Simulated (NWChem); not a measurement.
# GaH2O2F (SMILES [OH][Ga]([OH])[F]): levels of theory compared

We compute a comparison of 6 runs (HF/STO-3G, HF/3-21G, B3LYP/6-31G*, M06-2X/6-31G*, PBE0/6-31G*, CCSD(T)/6-31G*) of GaH2O2F. 

The results are computed with NWChem 7.3.0.

1 further run of the same task is left out (set aside as unsound or not needed).

## 1. The molecule

The species is GaH2O2F (6 atoms), meant as a singlet with charge 0. As SMILES, `[OH][Ga]([OH])[F]`. The coordinates come from a PBE0-D4/def2-TZVP relaxation. This is one conformer, not always the lowest.

Bond lengths: O1–Ga2 1.769 Å, Ga2–O3 1.762 Å, Ga2–F4 1.743 Å, O1–H5 0.960 Å, O3–H6 0.960 Å. Angles: O1–Ga2–O3 123.2°, O1–Ga2–F4 118.9°, O3–Ga2–F4 117.8°, Ga2–O1–H5 113.2°, Ga2–O3–H6 112.9°.

## 2. Energy and forces at HF/STO-3G (run 1)

mol.nw reads:

```
start mol
memory 2200 mb
charge 0

geometry units angstroms noautosym nocenter noautoz
  O       -0.297200       1.351000      -0.574800
  Ga      -0.068200      -0.342400      -0.117600
  O        0.794400      -0.842300       1.335300
  F       -0.722600      -1.588800      -1.144800
  H       -0.788800       1.459000      -1.392800
  H        1.124200      -0.100400       1.848500
end

basis "ao basis" spherical bse
  * library STO-3G
end

scf
  thresh 1e-08
  maxiter 80
end

task scf gradient
```

Started as:

```console
$ nwchem mol.nw > mol.out
```

What it wrote:

```text
[...]
  functions       =    35
[...]
  wavefunction    = RHF
[...]
         Total SCF energy =  -2147.790854181859
      One-electron energy =  -3610.512778391622
      Two-electron energy =   1164.807531322398
 Nuclear repulsion energy =    297.914392887365
        Time for solution =      2.3s
[...]
                         RHF ENERGY GRADIENTS
    atom               coordinates                        gradient
                 x          y          z           x          y          z
   1 O      -0.561627   2.553020  -1.086214   -0.024387   0.070491  -0.043610
   2 Ga     -0.128879  -0.647042  -0.222232   -0.009009  -0.016305  -0.014225
   3 O       1.501198  -1.591716   2.523351    0.046839   0.007171   0.077337
   4 F      -1.365516  -3.002397  -2.163358   -0.020505  -0.038033  -0.032230
   5 H      -1.490616   2.757110  -2.632010    0.014943   0.000661   0.024700
   6 H       2.124430  -0.189728   3.493158   -0.007881  -0.023985  -0.011971
[...]
```

It took 3.9 s on 1 thread of Intel Xeon 6975P-C (Granite Rapids), shared host; peak memory 0.097 GiB.

## 3. Energy and forces at HF/3-21G (run 2)

sp.nw reads:

```
start sp
title "FGaH2O2 gradient"
memory 2200 mb

geometry noautosym nocenter noautoz
 O     -0.297200     1.351000    -0.574800
 Ga    -0.068200    -0.342400    -0.117600
 O      0.794400    -0.842300     1.335300
 F     -0.722600    -1.588800    -1.144800
 H     -0.788800     1.459000    -1.392800
 H      1.124200    -0.100400     1.848500
end

basis spherical bse
 * library 3-21G
end

scf
 thresh 1e-08
 maxiter 80
 print medium
end

task scf gradient
```

Started as:

```console
$ nwchem sp.nw > sp.out
```

What it wrote:

```text
[...]
  functions       =    53
[...]
  wavefunction    = RHF
[...]
         Total SCF energy =  -2162.944583049302
      One-electron energy =  -3614.990872930891
      Two-electron energy =   1154.131896994224
 Nuclear repulsion energy =    297.914392887365
        Time for solution =      1.9s
[...]
                         RHF ENERGY GRADIENTS
    atom               coordinates                        gradient
                 x          y          z           x          y          z
   1 O      -0.561627   2.553020  -1.086214   -0.002632   0.034914  -0.005978
   2 Ga     -0.128879  -0.647042  -0.222232    0.002345   0.013797   0.003251
   3 O       1.501198  -1.591716   2.523351    0.015197  -0.014123   0.025842
   4 F      -1.365516  -3.002397  -2.163358   -0.011352  -0.024470  -0.017686
   5 H      -1.490616   2.757110  -2.632010    0.002591  -0.011240   0.004814
   6 H       2.124430  -0.189728   3.493158   -0.006149   0.001123  -0.010243
[...]
```

It took 3.6 s on 1 thread of Intel Xeon 6975P-C (Granite Rapids), shared host; peak memory 0.099 GiB.

Run 3 isn't shown in full; the table further down has it.

## 4. Energy and forces at M06-2X/6-31G(d) (spherical functions) (run 4)

struct.nw reads:

```
START struct
TITLE "FGaH2O2"
memory 2200 mb

GEOMETRY units angstroms noautosym nocenter noautoz
   O    -0.297200    1.351000   -0.574800
   Ga   -0.068200   -0.342400   -0.117600
   O     0.794400   -0.842300    1.335300
   F    -0.722600   -1.588800   -1.144800
   H    -0.788800    1.459000   -1.392800
   H     1.124200   -0.100400    1.848500
END

BASIS spherical bse
   * library 6-31G*
END

DFT
   xc m06-2x
   grid xfine
   convergence energy 1e-08
   iterations 100
   mulliken
END

TASK dft gradient
```

Started as:

```console
$ nwchem struct.nw > struct.out
```

What it wrote:

```text
[...]
          Wavefunction type:  closed shell.
          No. of atoms     :     6
          No. of electrons :    58
[...]
          Charge           :     0
          Spin multiplicity:     1
[...]
          AO basis - number of functions:    78
[...]
              XC Information
              --------------
                       M06-2X Method XC Functional
                     Hartree-Fock (Exact) Exchange  0.540
                        M06-2X Exchange Functional  1.000
                      M06-2X Correlation Potential  1.000
[...]
 d= 0,ls=0.0,diis     1  -2175.9193078355 -2.47D+03  1.69D-02  1.19D+00     2.9
[...]
 d= 0,ls=0.0,diis    10  -2176.0489974873 -8.64D-09  1.53D-06  1.82D-08    25.6
         Total DFT energy =    -2176.048997487308
      One electron energy =    -3626.299517921837
           Coulomb energy =     1255.901410944078
    Exchange-Corr. energy =     -103.565283396912
 Nuclear repulsion energy =      297.914392887365
[...]
  wavefunction    = closed shell
                         DFT ENERGY GRADIENTS
    atom               coordinates                        gradient
                 x          y          z           x          y          z
   1 O      -0.561627   2.553020  -1.086214   -0.002552  -0.006334  -0.003938
   2 Ga     -0.128879  -0.647042  -0.222232    0.002857   0.004860   0.004497
   3 O       1.501198  -1.591716   2.523351   -0.001552   0.007129  -0.002891
   4 F      -1.365516  -3.002397  -2.163358    0.000256   0.000635   0.000400
   5 H      -1.490616   2.757110  -2.632010    0.003433  -0.001069   0.005741
   6 H       2.124430  -0.189728   3.493158   -0.002443  -0.005221  -0.003810
[...]
```

Run time: 35 s. Hardware: 1 thread of Intel Xeon 6975P-C (Granite Rapids), shared host; peak memory 0.13 GiB.

Run 5 isn't shown in full; the table further down has it.

## 5. The energy at CCSD(T)/6-31G(d) (spherical functions) (run 6)

job.nw reads:

```
start job
title "FGaH2O2 energy"
memory stack 880 mb heap 220 mb global 1100 mb
geometry noautosym nocenter noautoz
  O       -0.297200       1.351000      -0.574800
  Ga      -0.068200      -0.342400      -0.117600
  O        0.794400      -0.842300       1.335300
  F       -0.722600      -1.588800      -1.144800
  H       -0.788800       1.459000      -1.392800
  H        1.124200      -0.100400       1.848500
end
basis "ao basis" spherical bse
  O library 6-31G*
  Ga library 6-31G*
  F library 6-31G*
  H library 6-31G*
end
scf
  thresh 1e-08
  maxiter 80
end
ccsd
  freeze core 12
  maxiter 60
end
task ccsd(t) energy
```

Started as:

```console
$ nwchem job.nw > job.out
```

What it wrote:

```text
[...]
  functions       =    78
[...]
  wavefunction    = RHF
[...]
         Total SCF energy =  -2173.376140137178
      One-electron energy =  -3626.267138178553
      Two-electron energy =   1154.976605154011
 Nuclear repulsion energy =    297.914392887365
        Time for solution =     19.9s
[...]
 Total MP2 energy:          -2174.152125936177072
[...]
             energy      energy      error      ampl     ampl      Block
                                                time     time      time
[...]
 Total CCSD energy:          -2174.142310707416982
[...]
 Total CCSD+T(CCSD) energy:          -2174.159557552843125
[...]
 Total CCSD(T) energy:               -2174.156741455330575
[...]
```

Wall time 2.2 min (1 thread of Intel Xeon 6975P-C (Granite Rapids), shared host); peak memory 0.24 GiB.

## 6. All runs side by side

```tsv
run	level	iteration cap	module	energy (Eh)	dipole moment (D)	HOMO energy (eV)	LUMO energy (eV)	wall time
1	HF/STO-3G	80	scf	-2147.790854	1.21	-7.96	6.55	3.9 s
2	HF/3-21G	80	scf	-2162.944583	2.27	-13.05	2.31	3.6 s
3	B3LYP/6-31G* (spherical functions)	100	dft	-2176.186753	1.96	-8.70	-1.63	24 s
4	M06-2X/6-31G* (spherical functions)	100	dft	-2176.048997	2.00	-10.78	-0.54	35 s
5	PBE0/6-31G* (spherical functions)	100	dft	-2175.634391	1.97	-9.05	-1.27	29 s
6	CCSD(T)/6-31G* (spherical functions)	80	ccsd(t)	-2174.156741	–	-13.66	1.79	2.2 min
```

## 7. What came out

| quantity | value |
| --- | --- |
| run 6: total energy | -2174.15674 Eh |
| run 6: HOMO energy (Hartree–Fock orbitals) | -13.66 eV |
| run 6: LUMO energy (Hartree–Fock orbitals) | 1.79 eV |
| run 6: HOMO–LUMO gap (Hartree–Fock orbitals) | 15.46 eV |
| run 6: correlation energy (12 core orbitals frozen) | -780.6 mEh |
| run 6: (T) correction | -14.43 mEh |

**Reading.** Over runs 1, 2, 3, 4, 5 the dipole moment (its size) runs from 1.21 D (HF/STO-3G) to 2.27 D (HF/3-21G). Over runs 1, 2, 3, 4, 5 the HOMO–LUMO gap runs from 7.08 eV (B3LYP/6-31G*) to 15.36 eV (HF/3-21G). The two ends differ in method and basis. Totals of different functionals can't be ranked against each other. In run 1 the basis is minimal, so the values are rough. All runs together took 3.8 min, the longest 2.2 min.
